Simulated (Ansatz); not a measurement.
**C2H4AlFS: a ladder of functionals and wavefunction methods**

How much do the methods differ for C2H4AlFS? The plan is to run it at one geometry with functionals of several rungs and with coupled cluster, and see how far each lands from CCSD(T) at the basis-set limit for the atomisation energy.

Method: functionals in def2-TZVPP, the program's frozen cores in correlated methods; program: Ansatz 0.2.0, Gaussian basis.

Levels to be run: PBE-D4, r2SCAN-D4, PBE0-D4, B3LYP-D4, ωB97X-V, ωB97M-V, B2PLYP; CCSD(T)/def2-TZVPP; MP2/def2-QZVPP; extrapolation to the limit.

## 1. The relaxed structure

The geometry comes from an earlier relaxation with PBE0-D4 in a triple-zeta def2 set; it is a stationary point, not always the lowest conformer.

SMILES `[CH3][Al]1[S][CH]1F`, 9 atoms, charge 0, spin multiplicity 1.

Atoms are counted from 1 here; the program's logs count them from 0.

Bond lengths: C1–Al2 1.933 Å, C1–H6 1.092 Å, C1–H7 1.093 Å, C1–H8 1.093 Å, Al2–S3 2.126 Å, Al2–C4 1.930 Å, S3–C4 1.888 Å, C4–F5 1.379 Å, C4–H9 1.088 Å. Angles: Al2–C1–H6 111.2°, Al2–C1–H7 110.8°, Al2–C1–H8 110.2°, H6–C1–H7 108.6°, H6–C1–H8 108.3°, H7–C1–H8 107.6°, C1–Al2–S3 148.7°, C1–Al2–C4 155.9°, S3–Al2–C4 55.2°, Al2–S3–C4 57.1°, Al2–C4–S3 67.7°, Al2–C4–F5 120.7°, Al2–C4–H9 128.5°, S3–C4–F5 112.1°, S3–C4–H9 109.7°, F5–C4–H9 108.0°.

## 2. PBE-D4 (GGA)

Input file in.yaml:

```yaml
crystal:
  periodic: [false, false, false]
  atoms:
    - {symbol: C, position_ang: [-1.003018, -0.853801, -1.328532]}
    - {symbol: Al, position_ang: [0.163435, -0.209201, 0.071777]}
    - {symbol: S, position_ang: [1.945389, -0.448113, 1.206324]}
    - {symbol: C, position_ang: [0.798093, 1.038767, 1.400223]}
    - {symbol: F, position_ang: [1.406879, 2.217409, 1.024246]}
    - {symbol: H, position_ang: [-0.681271, -1.831631, -1.691636]}
    - {symbol: H, position_ang: [-2.031669, -0.936810, -0.969205]}
    - {symbol: H, position_ang: [-1.002106, -0.156622, -2.170676]}
    - {symbol: H, position_ang: [0.492869, 1.133902, 2.440279]}
basis:
  gaussian: {orbitals: def2-TZVPP}
hamiltonian: {xc: pbe, dispersion: d4}
output: {forces: true, orbitals: {seedname: orbitals}}
```

On the command line:

```console
$ ansatz run in.yaml --threads 4 --pin off --events-out ev --progress --plain --max-ram 10444MiB
```

The runs that follow: r2SCAN-D4 (meta-GGA); PBE0-D4 (hybrid); B3LYP-D4 (hybrid); ωB97X-V (range-separated); ωB97M-V (range-separated); B2PLYP (double hybrid); CCSD(T) in def2-TZVPP; MP2 in def2-QZVPP.

Q: Predict the results of all the runs planned. Wanted: atomisation energy, CCSD(T)/CBS; farthest; mean size of error, hybrid; mean size of error, range-separated; gap, smallest and largest; T1 diagnostic; triples share of the correlation energy.

The runs gave:

```
                               quantity                                value
        atomisation energy, CCSD(T)/CBS                       766.7 kcal/mol
functionals within 3.8 kcal/mol (0.5 %)                    B3LYP-D4, ωB97X-V
                               farthest              PBE-D4 (+23.0 kcal/mol)
             mean size of error, hybrid                         4.4 kcal/mol
    mean size of error, range-separated                         3.8 kcal/mol
              gap, smallest and largest  3.68 eV (PBE-D4), 9.83 eV (ωB97X-V)
                          T1 diagnostic                               0.0136
triples share of the correlation energy                                4.1 %
```

PBE-D4 is off by +23.0 kcal/mol. Double hybrids carry the basis error of their MP2 part in triple zeta, and no dispersion term here, so their miss is partly the set-up's. The reference freezes the cores and leaves out relativity and excitations past (T), so misses under about 3.8 kcal/mol can't be ranked. Hartree-Fock recovers 71 % of the binding; the rest is correlation. The gap grows from 3.7 to 9.8 eV across the functionals, mostly with the share of exact exchange.
